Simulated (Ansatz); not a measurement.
**MgGeSb2: the cell at several levels of theory**

The task here is to estimate one member of a computed series from the others.

Program: Ansatz 0.2.0. PAW datasets, plane waves, zero pressure. Values at 0 K without nuclear motion; spin polarisation is off, and the phase may be a hypothetical one.

## The cell

Space group P-4m2 (No. 115), tetragonal; a = 4.344 Å, c = 6.143 Å in the conventional setting, 28.97 Å³ an atom. Near Mg stand 4 Sb at 2.66 Å; near Sb stand 2 Mg at 2.66 Å and 2 Ge at 2.66 Å; near Ge stand 4 Sb at 2.66 Å.

As a file:

```
Mg Sb Ge
1.0
     4.34360    0.00000    0.00000
     0.00000    4.34360    0.00000
     0.00000    0.00000    6.14278
Mg Sb Ge
1 2 1
Cartesian
  0.0000 0.0000 0.0000
  0.0000 2.1718 1.5357
  2.1718 0.0000 4.6071
  2.1718 2.1718 3.0714
```

Set-up of the first run:

The input, input.yaml:

```yaml
crystal:
  lattice:
    - [4.3435985112, 0.0, 0.0]
    - [0.0, 4.3435985112, 0.0]
    - [0.0, 0.0, 6.1427759241]
  atoms:
    - { symbol: Mg, position: [0.0, 0.0, 0.0] }
    - { symbol: Sb, position: [0.0, 0.5, 0.25] }
    - { symbol: Ge, position: [0.5, 0.5, 0.5] }
    - { symbol: Sb, position: [0.5, 0.0, 0.75] }
kpoints:
  mp_grid: { grid: [6, 6, 4] }
hamiltonian:
  xc: pbe
scf:
  occupations: { method: fermi_dirac, width: 0.02 }
relax:
  f_tol: 0.005
  cell: {}
```

Steps of the session up to this table: Relaxing with PBE; Relaxing with r2SCAN; Relaxation with PBEsol; LDA: cell and atoms; Relaxation with HSE06.

One table of the session follows, with a row left open; its other results are not shown here.

| level | a (Å) | c (Å) | volume (Å³/atom) |
| --- | --- | --- | --- |
| PBE | 4.466 | 6.511 | 32.466 |
| r2SCAN | 4.402 | 6.495 | 31.471 |
| PBEsol | ? | ? | ? |
| LDA | 4.349 | 6.394 | 30.234 |
| HSE06 | 4.418 | 6.484 | 31.634 |

Q: Estimate the row for PBEsol from the others.

As computed: a (Å): 4.390; c (Å): 6.464; volume (Å³/atom): 31.146. In the column «a (Å)» it lies between LDA (4.349) and r2SCAN (4.402).

The first relaxation changed the volume by +12.1 % from the start. The volume runs from LDA (least) to PBE (most), a spread of 7.4 %, or 2.4 % in length if all axes shared it alike. The meshes differ: PBE 6×6×4, r2SCAN 6×6×4, PBEsol 6×6×4, LDA 6×6×4, HSE06 4×4×2.

Caveats from the session: Warnings in the runs' records: filled band counts differ across k points.
